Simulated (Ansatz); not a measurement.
# One shape, several levels: BGeH3Cl2 (SMILES Cl[B](Cl)[GeH3])

Wanted: a comparison of 6 runs (B2PLYP/cc-pVDZ, HSE06/cc-pVDZ, PBE-QIDH/cc-pVDZ, PBE/cc-pVDZ, SVWN5/cc-pVDZ, CCSD(T)/cc-pVDZ) of BGeH3Cl2. 

The calculation is run with Ansatz 0.2.0.

72 further runs of the same task are left out: 72 set aside as unsound or not needed.

## (1) The structure to begin with

BGeH3Cl2 has 7 atoms, charge 0, and is taken as a singlet. As SMILES, `Cl[B](Cl)[GeH3]`. The B2–Cl3 distance was set to 3.138 Å, away from the relaxed value. At this shape a bond of the SMILES string is far longer than usual.

Bond lengths: Cl1–B2 1.741 Å, B2–Ge4 2.068 Å, Ge4–H5 1.538 Å, Ge4–H6 1.538 Å, Ge4–H7 1.535 Å. Angles: Cl1–B2–Ge4 121.7°, B2–Ge4–H5 109.4°, B2–Ge4–H6 109.3°, B2–Ge4–H7 111.8°, H5–Ge4–H6 107.9°, H5–Ge4–H7 109.2°, H6–Ge4–H7 109.2°. A long bond or contact: B2–Cl3 3.138 Å.

## (2) The energy at B2PLYP/cc-pVDZ (run 1)

run.yaml reads:

```yaml
crystal:
  periodic: [false, false, false]
  atoms:
    - {symbol: Cl, position_ang: [2.780570, -0.492253, 1.134138]}
    - {symbol: B, position_ang: [1.237470, -0.085953, 0.436938]}
    - {symbol: Cl, position_ang: [-1.082400, -2.191800, 0.604700]}
    - {symbol: Ge, position_ang: [0.907970, 1.734447, -0.486762]}
    - {symbol: H, position_ang: [0.474870, 1.496547, -1.942862]}
    - {symbol: H, position_ang: [-0.235030, 2.470247, 0.232138]}
    - {symbol: H, position_ang: [2.164370, 2.616447, -0.471262]}
basis:
  gaussian:
    orbitals: cc-pVDZ
hamiltonian:
  xc: {name: B2PLYP}
correlation:
  frozen_orbitals: {B: 1, Cl: 5, Ge: 9, H: 0}
accuracy: high
output: {orbitals: {seedname: orbitals}}
```

The run is started by

```console
$ ansatz run run.yaml --threads 1 --pin off --max-ram 3480MiB --events-out events.jsonl --progress --plain --runs-dir runs
```

Standard output:

```text
Warning: RAYON_NUM_THREADS=1 ignored (pool sized by the plan → 1); use --threads N
Functional definition: B2PLYP
  name "B2PLYP"
  parameter a = 0.53
  parameter c = 0.27
  exchange = (1 - a)*b88_x + a*exact_x
  correlation = (1 - c)*lyp_c + c*(mp2_os + mp2_ss)
2072 factors; integrals over basis functions are off by at most 4.6e-9 eV
mean field evaluation 1: about -82258.5091 eV, gradient 2.4e1 eV
mean field evaluation 2: about -82258.6608 eV, gradient 2.4e1 eV
mean field evaluation 4: about -82261.2939 eV, gradient 5.1e0 eV
mean field evaluation 8: about -82261.5386 eV, gradient 1.2e0 eV
mean field evaluation 16: about -82261.5463 eV, gradient 9.9e-4 eV
mean field evaluation 32: about -82185.1235 eV, gradient 7.0e1 eV
mean field -82261.54632506 eV, -3023.0560685674 hartree, gradient 7.7e-8 eV, S^2 0.000000; 2 other end points of the search recorded, 0 dependent functions left out; unrestricted orbitals would lower it
20 core orbitals not correlated: weight in the atoms' cores, before any rotation towards them, 1.000 or more for the frozen orbitals, at most 0.000 for the correlated occupied ones
reference -82261.54635389 eV, -3023.0560696266 hartree; 17, 17 occupied and 55, 55 virtual orbitals, 2072 factors
second order -16.48638932 eV of doubles, -0.00000000 eV of singles
Total energy: -82265.99767901 eV, -3023.2196528074 hartree
```

It took 21 s on 1 thread of Arm Neoverse V1, shared host; peak memory 0.5 GiB.

## (3) The energy at HSE06/cc-pVDZ (run 2)

job.yaml reads:

```yaml
crystal:
  periodic: [false, false, false]
  atoms:
    - symbol: Cl
      position_ang: [2.780570, -0.492253, 1.134138]
    - symbol: B
      position_ang: [1.237470, -0.085953, 0.436938]
    - symbol: Cl
      position_ang: [-1.082400, -2.191800, 0.604700]
    - symbol: Ge
      position_ang: [0.907970, 1.734447, -0.486762]
    - symbol: H
      position_ang: [0.474870, 1.496547, -1.942862]
    - symbol: H
      position_ang: [-0.235030, 2.470247, 0.232138]
    - symbol: H
      position_ang: [2.164370, 2.616447, -0.471262]
basis:
  gaussian:
    orbitals: cc-pVDZ
hamiltonian:
  xc: {name: HSE06}
accuracy: high
output: {orbitals: {seedname: orbitals}}
```

The run is started by

```console
$ ansatz run job.yaml --threads 1 --pin off --max-ram 3480MiB --events-out events.jsonl --progress --plain --runs-dir runs
```

Standard output:

```text
Warning: RAYON_NUM_THREADS=1 ignored (pool sized by the plan → 1); use --threads N
Functional definition: HSE06
  name "HSE06"
  parameter a = 0.25
  parameter omega = 0.11/bohr
  exchange = pbe_x - a*pbe_x_sr(omega) + a*exact_x_sr(omega)
  correlation = pbe_c
2072 factors; integrals over basis functions are off by at most 4.6e-9 eV
110 factors; integrals over basis functions are off by at most 1.8e-9 eV
mean field evaluation 1: about -82266.4017 eV, gradient 2.4e1 eV
mean field evaluation 2: about -82163.4855 eV, gradient 1.3e2 eV
mean field evaluation 4: about -82268.9817 eV, gradient 7.2e0 eV
mean field evaluation 8: about -82269.2639 eV, gradient 1.2e0 eV
mean field evaluation 16: about -82269.2692 eV, gradient 1.5e-4 eV
mean field -82269.26915479 eV, -3023.3398773251 hartree, gradient 5.1e-8 eV, S^2 0.000000; 0 other end points of the search recorded, 0 dependent functions left out
reference -82269.26915830 eV, -3023.3398774539 hartree; 37, 37 occupied and 55, 55 virtual orbitals, 2072 factors
Total energy: -82269.26915830 eV, -3023.3398774539 hartree
```

Run time: 12 s. Hardware: 1 thread of Arm Neoverse V1, shared host; peak memory 0.39 GiB.

Runs 3 to 5 aren't shown in full; the table further down has their settings and results.

## (4) A single-point energy at CCSD(T)/cc-pVDZ (run 6)

job.yaml reads:

```yaml
crystal:
  periodic: [false, false, false]
  atoms:
    - {symbol: Cl, position_ang: [2.780570, -0.492253, 1.134138]}
    - {symbol: B, position_ang: [1.237470, -0.085953, 0.436938]}
    - {symbol: Cl, position_ang: [-1.082400, -2.191800, 0.604700]}
    - {symbol: Ge, position_ang: [0.907970, 1.734447, -0.486762]}
    - {symbol: H, position_ang: [0.474870, 1.496547, -1.942862]}
    - {symbol: H, position_ang: [-0.235030, 2.470247, 0.232138]}
    - {symbol: H, position_ang: [2.164370, 2.616447, -0.471262]}
basis:
  gaussian:
    orbitals: cc-pVDZ
correlation:
  method: ccsd_t
  frozen_orbitals: {B: 1, Cl: 5, Ge: 9, H: 0}
accuracy: high
scf:
  omitted_lower_state_checks: [cluster_reference, increment]
```

The run is started by

```console
$ ansatz run job.yaml --threads 1 --pin off --max-ram 3480MiB --events-out events.jsonl --progress --plain --runs-dir runs
```

Standard output, shortened:

```text
Warning: RAYON_NUM_THREADS=1 ignored (pool sized by the plan → 1); use --threads N
Functional definition: HF
  name "HF"
[...]
2072 factors; integrals over basis functions are off by at most 4.6e-9 eV
[...]
mean field -82197.14120802 eV, -3020.6892241714 hartree, gradient 1.9e-8 eV, S^2 0.000000; 2 other end points of the search recorded, 0 dependent functions left out; unrestricted orbitals would lower it
20 core orbitals not correlated: weight in the atoms' cores, before any rotation towards them, 1.000 or more for the frozen orbitals, at most 0.000 for the correlated occupied ones
reference -82197.14120802 eV, -3020.6892241714 hartree; 17, 17 occupied and 55, 55 virtual orbitals, 2072 factors
second order -12.80143822 eV of doubles, -0.00000000 eV of singles
cycle   1  -13.64307439 eV  change   -8.4e-1 eV  update   1.6e-1
[...]
cycle  29  -14.32917082 eV  change  -4.4e-10 eV  update   2.7e-9
perturbative correction -0.60723227 eV, -0.0223153742 hartree
Total energy: -82212.07761111 eV, -3021.2381268606 hartree
Checks for a lower state left out: cluster_reference, increment
```

Wall time 34 s (1 thread of Arm Neoverse V1, shared host); peak memory 0.49 GiB.

## (5) Overview of the runs

| run | level | frozen core orbitals | energy (Eh) | HOMO energy (eV) | LUMO energy (eV) | HOMO–LUMO gap (eV) | wall time |
| --- | --- | --- | --- | --- | --- | --- | --- |
| 1 | B2PLYP/cc-pVDZ | 20 | -3023.219653 | -8.00 | -2.95 | 5.05 | 21 s |
| 2 | HSE06/cc-pVDZ | – | -3023.339877 | -6.57 | -4.44 | 2.14 | 12 s |
| 3 | PBE-QIDH/cc-pVDZ | 20 | -3022.753040 | -8.82 | -2.58 | 6.24 | 16 s |
| 4 | PBE/cc-pVDZ | – | -3023.227920 | -5.64 | -4.65 | 0.99 | 11 s |
| 5 | SVWN5/cc-pVDZ | – | -3017.535696 | -5.75 | -4.76 | 0.98 | 7.5 s |
| 6 | CCSD(T)/cc-pVDZ | 20 | -3021.238127 | – | – | – | 34 s |

## (6) Results

| quantity | value |
| --- | --- |
| run 6: total energy | -3021.23813 Eh |
| run 6: correlation energy (20 core orbitals frozen) | -548.9 mEh |
| run 6: (T) correction | -22.32 mEh |
| run 6: T1 diagnostic | 0.031 |

Over runs 1, 2, 3, 4, 5 the HOMO–LUMO gap runs from 0.98 eV (SVWN5/cc-pVDZ) to 6.24 eV (PBE-QIDH/cc-pVDZ). A double hybrid's value is that of its SCF part. Totals of different functionals can't be ranked against each other. In run 6 the T1 diagnostic is large, so a single reference may not serve. In runs 1, 3, 6 the log says that unrestricted orbitals would lower the reference, so the values rest on an unstable closed-shell determinant (other closed-shell runs at this shape may share the fault). All runs together took 1.7 min, the longest 34 s.
